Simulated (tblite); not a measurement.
# C10H9F13: the cost of one run

Programs: tblite 0.8.0 and PySCF 2.14.0, with routines of our own; each step states its level. All values are computed. Atoms count from 0.

## (1) The system as given

32 atoms, charge 0, multiplicity 1; geometry from: force field, distance geometry or constructed start.

## (2) Optimising the geometry with GFN2-xTB

Job settings and geometry (Å):

```
{"job": {"kind": "relax", "xc": "GFN2-xTB", "basis": "xTB"}, "charge": 0, "multiplicity": 1}
C      4.251400     0.483200    -1.901700
C      3.693000     0.682500    -0.503100
C      2.221000     0.300900    -0.416600
C      1.670700     0.495900     0.992400
C      0.159400     0.303600     1.127700
F     -0.181000     0.589900     2.410100
F     -0.450800     1.255000     0.362200
C     -0.356700    -1.077000     0.753600
F      0.391800    -2.022900     1.409500
F     -0.156100    -1.334700    -0.567300
C     -1.827500    -1.302600     1.095300
F     -1.966900    -1.277900     2.461400
F     -2.160500    -2.584700     0.749700
C     -2.856500    -0.358700     0.495700
F     -2.697000     0.901100     0.996000
F     -4.092900    -0.752700     0.954100
C     -2.867400    -0.334300    -1.011200
F     -2.958400    -1.605700    -1.506500
F     -1.693300     0.165000    -1.483200
C     -4.021900     0.509800    -1.509200
F     -5.229800     0.023600    -1.132100
F     -3.954500     1.788100    -1.072700
F     -4.033600     0.567900    -2.861500
H      3.705500     1.104400    -2.623500
H      4.158000    -0.557000    -2.214100
H      5.299100     0.760000    -1.931400
H      4.274700     0.069200     0.204600
H      3.830400     1.727300    -0.199000
H      1.643200     0.919400    -1.122700
H      2.101400    -0.741100    -0.722700
H      1.914000     1.508000     1.337200
H      2.181900    -0.186400     1.690900
```

Launch:

```console
OMP_NUM_THREADS=1 python large_run.py task.json out
```

One launch serves the whole session: the jobs run in the order shown.

**Question.** How long does this first job take on 1 thread of Arm Neoverse N1, shared host, and how much memory does it need?

About 4.4 s, with a peak of 0.19 GiB.
